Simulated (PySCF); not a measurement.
# A diatomic session: BeCl

One table from this session's results is given with a row withheld; the runs are named, their logs left out.

Computed with PySCF 2.14.0. Level: Be def2-SVP, Cl def2-SVP, no relativity.

Set-up of the first run:

Settings of the job:

```
atoms                         : Be, Cl
charge                        : 0
basis                         : Be def2-SVP, Cl def2-SVP
Hamiltonian                   : no relativity
basis functions               : 27
electrons treated             : 21
masses in u                   : 9.0122, 34.9689
levels                        : PBE0, PBE, r²SCAN, BLYP, B2PLYP, MN15, LC-ωPBE, HF, MP2, SCS-MP2, CCSD, CCSD(T)
grid                          : 80 radial by 434 angular points
occupations                   : held fixed by the projection of orbital angular momentum
dissociation limit            : Be + Cl, each in its ground configuration
starting distance in angstrom : 1.930
values of 2S to try           : 1, 3
```

The run is started by

```sh
OMP_NUM_THREADS=1 python dia.py task.json out
```

Among the steps run: The job; The PBE0 curve of the state that the search chose; Excited determinants; PBE (GGA); r²SCAN (meta-GGA); BLYP (GGA); B2PLYP (double hybrid); MN15 (hybrid meta-GGA); LC-ωPBE (range-separated hybrid); UHF; MP2 and coupled cluster.

One table of the session follows, with a row left open; its other results are not shown here.

It belongs to the step «The curves together». Energy (eV) from each level's lowest point:

```
R (Å)    UHF  UHF-MP2  UHF-SCS-MP2  UHF-CCSD  UHF-CCSD(T)
1.582  0.938    0.903        0.914       n/a          n/a
1.656  0.437    0.414        0.422     0.420        0.424
1.730  0.150    0.136        0.141     0.140        0.143
1.785  0.040    0.033        0.036     0.036        0.037
1.840  0.000    0.000        0.000     0.000        0.000
1.895  0.016    0.022        0.019     0.019        0.018
1.969      ?        ?            ?         ?            ?
2.061  0.296    0.313        0.302     0.301        0.295
2.171  0.599    0.620        0.605     0.601        0.591
2.318  1.073    1.096        1.073       n/a          n/a
```

**Question.** Estimate the row for R (Å) = 1.969.

Worked estimate for «UHF». A straight line through the neighbours (1.895, 0.016) and (2.061, 0.296) gives 0.016 + (0.296 − 0.016) × (1.969 − 1.895) / (2.061 − 1.895) = 0.141; a parabola fitted to 4 rows on both sides gives 0.113.

The run gave: UHF: 0.106; UHF-MP2: 0.117; UHF-SCS-MP2: 0.111; UHF-CCSD: 0.111; UHF-CCSD(T): 0.107. In «UHF» the line misses by +0.035 and the parabola by +0.007.
